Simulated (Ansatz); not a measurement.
# C2H7AlSi: a ladder of functionals and wavefunction methods

An exercise on one series of results from a longer session: the logs are not shown, and one member is left open.

Method: functionals in def2-TZVPP, the program's frozen cores in correlated methods; program: Ansatz 0.2.0, Gaussian basis.

Plan: LDA (SPW92), PBE-D4, revPBE-D4, BLYP-D4, r2SCAN-D4, B97M-V, PBE0-D4, B3LYP-D4, r2SCANh-D4, r2SCAN0-D4, HSE06-D4, BHLYP-D4, CAM-B3LYP-D4, LC-ωPBE, ωB97X-V, ωB97M-V, B2PLYP, PBE-QIDH; CCSD(T)/def2-SVP; CCSD(T)/def2-TZVPP; MP2/def2-QZVPP; extrapolation to the limit; RPA on PBE.

## The relaxed structure

The geometry comes from an earlier relaxation with PBE0-D4 in a triple-zeta def2 set; it is a stationary point, not always the lowest conformer.

SMILES `[CH3][Al]1[CH2][SiH2]1`, 11 atoms, charge 0, spin multiplicity 1.

Atoms are counted from 1 here; the program's logs count them from 0.

Bond lengths: C1–Al2 1.945 Å, C1–H5 1.095 Å, C1–H6 1.094 Å, C1–H7 1.091 Å, Al2–C3 1.950 Å, Al2–Si4 2.330 Å, C3–Si4 1.927 Å, C3–H8 1.099 Å, C3–H9 1.089 Å, Si4–H10 1.490 Å, Si4–H11 1.491 Å. Angles: Al2–C1–H5 109.9°, Al2–C1–H6 110.2°, Al2–C1–H7 112.7°, H5–C1–H6 107.1°, H5–C1–H7 108.3°, H6–C1–H7 108.5°, C1–Al2–C3 142.2°, C1–Al2–Si4 165.2°, C3–Al2–Si4 52.6°, Al2–C3–Si4 73.9°, Al2–C3–H8 108.1°, Al2–C3–H9 131.4°, Si4–C3–H8 110.0°, Si4–C3–H9 120.1°, H8–C3–H9 108.8°, Al2–Si4–C3 53.5°, Al2–Si4–H10 132.9°, Al2–Si4–H11 117.2° and more.

The first run:

in.yaml

```yaml
crystal:
  periodic: [false, false, false]
  atoms:
    - {symbol: C, position_ang: [-1.209398, 1.974846, -0.397821]}
    - {symbol: Al, position_ang: [-0.119065, 0.374357, -0.215297]}
    - {symbol: C, position_ang: [0.226706, -1.124852, 0.982478]}
    - {symbol: Si, position_ang: [1.363764, -1.391938, -0.550182]}
    - {symbol: H, position_ang: [-2.263332, 1.698599, -0.504377]}
    - {symbol: H, position_ang: [-1.128715, 2.591920, 0.502461]}
    - {symbol: H, position_ang: [-0.925039, 2.581238, -1.259360]}
    - {symbol: H, position_ang: [0.819225, -0.753773, 1.830852]}
    - {symbol: H, position_ang: [-0.417554, -1.931076, 1.330946]}
    - {symbol: H, position_ang: [2.825248, -1.549325, -0.304742]}
    - {symbol: H, position_ang: [0.893458, -2.527194, -1.394258]}
basis:
  gaussian: {orbitals: def2-TZVPP}
hamiltonian: {xc: lda}
output: {orbitals: {seedname: orbitals}}
```

The run is started by

```bash
$ ansatz run in.yaml --threads 2 --pin off --events-out ev --progress --plain --max-ram 4352MiB
```

Among the steps run: LDA; PBE-D4 (GGA); revPBE-D4 (GGA); BLYP-D4 (GGA); r2SCAN-D4 (meta-GGA); B97M-V (meta-GGA); B3LYP-D4 (hybrid); r2SCANh-D4 (hybrid); r2SCAN0-D4 (hybrid); HSE06-D4 (hybrid); BHLYP-D4 (hybrid); CAM-B3LYP-D4 (range-separated); LC-ωPBE (range-separated); ωB97X-V (range-separated); ωB97M-V (range-separated); B2PLYP (double hybrid); PBE-QIDH (double hybrid).

One table of the session follows, with a row left open; its other results are not shown here.

It belongs to the step «Frontier levels by functional». 

```
  functional  HOMO (eV)  LUMO (eV)  gap (eV)
 LDA (SPW92)      -4.94      -2.42      2.52
      PBE-D4          ?          ?         ?
   revPBE-D4      -4.81      -2.12      2.69
     BLYP-D4      -4.71      -2.07      2.64
   r2SCAN-D4      -5.03      -1.98      3.05
      B97M-V      -5.05      -2.10      2.94
     PBE0-D4      -5.82      -1.44      4.38
    B3LYP-D4      -5.64      -1.62      4.03
  r2SCANh-D4      -5.39      -1.71      3.67
  r2SCAN0-D4      -5.93      -1.32      4.61
    HSE06-D4      -5.43      -1.81      3.61
    BHLYP-D4      -6.68      -0.60      6.08
CAM-B3LYP-D4      -7.03      -0.44      6.59
     LC-ωPBE      -8.27       0.61      8.88
     ωB97X-V      -7.98       0.49      8.47
     ωB97M-V      -7.78       0.23      8.01
```

Estimate the missing values for PBE-D4.

As computed: HOMO (eV): -4.85; LUMO (eV): -2.22; gap (eV): 2.63. In the column «HOMO (eV)» it lies between LDA (SPW92) (-4.94) and revPBE-D4 (-4.81).
